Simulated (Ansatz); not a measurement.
# GeH2P: the cost of one run

The runs use Ansatz 0.2.0, Gaussian basis; cc-pVTZ, core rule «outside noble gas», up to 19 orbitals frozen.

The runs, in order: UHF; CCSD(T) on ROHF; CCSD(T) on UHF; BCCD(T) on ROHF; CCSDT(Q) on ROHF; CCSDT(Q) on UHF; CASSCF and MRCISD+Q, 11 electrons in 10 orbitals; CASSCF and NEVPT2, 11 electrons in 10 orbitals.

5 further runs of the same task are left out: 5 set aside as unsound or not needed.

### Step 1. What is computed

The geometry is a PBE0/def2-TZVP stationary point (not a proven minimum) of the parent state, kept for this charge and spin. No spin-orbit coupling is included. The filled d shell of Ge may be among the frozen orbitals whatever the setting's name suggests; the logs give the count.

4 atoms, charge 0, spin multiplicity 2.

Atoms are counted from 1 here; the program's logs count them from 0.

Bond lengths: Ge1–P2 2.570 Å, P2–H3 1.417 Å, P2–H4 1.417 Å. Angles: Ge1–P2–H3 131.2°, Ge1–P2–H4 131.2°, H3–P2–H4 97.5°.

### Step 2. UHF

The input, in.yaml:

```yaml
crystal:
  periodic: [false, false, false]
  atoms:
    - {symbol: Ge, position_ang: [0.000000, 0.000000, 0.820452]}
    - {symbol: P, position_ang: [0.000000, 0.000000, -1.749476]}
    - {symbol: H, position_ang: [0.000000, 1.065765, -2.683586]}
    - {symbol: H, position_ang: [0.000000, -1.065765, -2.683586]}
basis:
  gaussian: {orbitals: cc-pVTZ}
magnetization: {spin_polarized: true, initial_magnetization: 1}
hamiltonian: {xc: hf}
output: {orbitals: {seedname: orbitals}}
```

On the command line:

```
ansatz run in.yaml --threads 1 --pin off --events-out ev --progress --plain --max-ram 2816MiB --backend cpu
```

**Question.** How long does this run take on 1 thread of AMD EPYC 7R13, shared host, and how much memory does it need?

About 7.5 s, with a peak of 0.27 GiB.
